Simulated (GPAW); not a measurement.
Crystal: NbTe.

```xyz
2
Lattice="3.7030 0.0000 0.0000 -1.8515 3.2069 0.0000 0.0000 0.0000 3.6942" Properties=species:S:1:pos:R:3 pbc="T T T"
Te    1.8515    1.0690    0.0000
Nb    0.0000    0.0000    1.8471
```

The cell comes from a database or a generator and needn't be the stable form of this composition.

Base run:

```yaml
Program: GPAW 26.7.0
Functional: revPBE
Potentials_or_basis: the program's PAW data sets (release 1.2.1) made for this functional
Cutoff: 600 eV
Basis: pw
k_mesh: 8 × 8 × 7
Occupations: fermi-dirac, width 0.05 eV
Spin: no spin polarisation
```

Its results: pressure 0.1 GPa.

Q: After a change of settings the same cell gave: pressure -8.5 GPa. Which change was it?
A. functional from revPBE to LDA
B. functional from revPBE to RPBE
C. functional from revPBE to PBEsol; potentials or basis from the program's PAW data sets (release 1.2.1) made for this functional to PAW data sets generated in the run's folder for this functional
D. functional from revPBE to BLYP; potentials or basis from the program's PAW data sets (release 1.2.1) made for this functional to PAW data sets generated in the run's folder for this functional

A: A.

LDA binds more tightly than revPBE, so the same cell stands under less pressure.

Runs at the PBE level aren't shown here.
